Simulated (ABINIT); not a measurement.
Here is an ABINIT 10.8.3 (patched build) calculation.

The input run.abi:

```
# Pseudopotentials
pp_dirpath "./"
pseudos "Zr.GGA_PBE-ansatz.xml, B.GGA_PBE-ansatz.xml, As.GGA_PBE-ansatz.xml"

# Structure
acell 3*1.0 Angstrom
rprim
     3.8079007700     0.0000000000     0.0000000000
     0.0000000000     3.8079007700     0.0000000000
     0.0000000000     0.0000000000     4.5924265400
ntypat 3
znucl 40 5 33
natom 4
typat 1 1 2 3
xcart
     1.9039503850     0.0000000000     3.0932390912
     0.0000000000     1.9039503850     3.0932390912
     1.9039503850     1.9039503850     1.6597160400
     1.9039503850     1.9039503850     4.4280186343 Angstrom

# Plane-wave basis
ecut 15.4
pawecutdg 30.8
pawxcdev 0
pawovlp -1

# k points
kptopt 1
ngkpt 5 5 4
nshiftk 1
shiftk 0.0 0.0 0.0

# Exchange and correlation
ixc -106131

# Bands and occupations
nband 26
occopt 3
tsmear 0.00183747

# SCF cycle
nstep 100
tolvrs 1.0e-9

# Output
iomode 3
prtwf 0
prtden 0
prteig 0
prtebands 0
enunit 2
```

Potentials or basis: Ansatz PAW PBE default generated set, frozen core.

Launch:

```bash
$ abinit run.abi > log 2>&1
```

Task: Estimate the pressure.

Result: 67.2 GPa.

Task: What does it give for the band gap on the k mesh?

Result: None (metal or under the smearing width).

Stress tensor (GPa, compression positive):
```
67.26  0.00  0.00
 0.00 67.26  0.00
 0.00  0.00 67.07
```

Caveat: the atomic spheres overlap; a pressure of tens of GPa on the cell as given is suspect, and the run, the potentials or the cell itself is likely at fault; the PAW data sets were made with another functional, which shifts forces and pressure a little.
